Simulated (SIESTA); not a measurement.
Runs of SIESTA 5.4.2 on GeCN2. The structure is trigonal, space group R-3m (No. 166). Conventional cell: a = 3.588 Å, b = 3.588 Å, c = 14.766 Å, α = 90.00°, β = 90.00°, γ = 120.00°. Around Ge (site symmetry -3m) lie 6 N at 2.40 Å. N (site symmetry 3m) is surrounded by 1 C at 1.24 Å. C (site symmetry -3m) is surrounded by 2 N at 1.24 Å. The cell comes from a database or a generator and needn't be the stable form of this composition.

| task | level | potentials or basis | cell | gap on the mesh (eV) | pressure (GPa) | V0 of scaled cells (Å³/atom) | B0 (GPa) | largest force (eV/Å) |
| --- | --- | --- | --- | --- | --- | --- | --- | --- |
| equation of state | PBE | PseudoDojo 0.4 standard (PBE files), DZP (energy shift 0.003 Ry; two zetas on semicore shells) | as given | - | - | 14.19 | 123 | - |
| equation of state | PBEsol | PseudoDojo 0.4 standard (PBEsol files), DZP (energy shift 0.003 Ry; two zetas on semicore shells) | as given | - | - | 13.89 | (a) | - |
| single point | PBE | PseudoDojo 0.4 standard (PBE files), DZP (energy shift 0.003 Ry; two zetas on semicore shells) | as given | 1.16 | 4.5 | - | - | (c) |
| single point | PBE | PseudoDojo 0.4 standard (PBE files), DZP (energy shift 0.003 Ry; two zetas on semicore shells) | atoms moved at random, drawn with an rms of 0.05 Å | 1.25 | 12.6 | - | - | 8.16 |
| equation of state | LDA | PseudoDojo 0.4 standard (LDA files), DZP (energy shift 0.003 Ry; two zetas on semicore shells) | as given | - | - | 13.54 | (b) | - |

Alike in all rows: no spin polarisation; k mesh 9 × 9 × 9; smearing fermi-dirac 0.05 eV; grid cutoff 800 Ry; energy shift 0.003 Ry.

Problem. Estimate the missing entries.

Solution. (a) 129; (b) 137; (c) 1.74.

Caveats: the basis of atomic orbitals isn't converged, which shifts pressures, moduli and gaps; the cell was scaled at fixed shape and fractional positions, which overstates the stiffness of a crystal with free parameters, most of all of layers and chains (some runs); an odd mesh through Γ misses points on the zone boundary, where band edges often lie (some runs); forces of over 1 eV/Å show positions far from the minimum, so gaps and moduli don't describe the material at rest (some runs).

A k mesh can miss the band edges, and the runs leave out spin-orbit coupling on Ge.
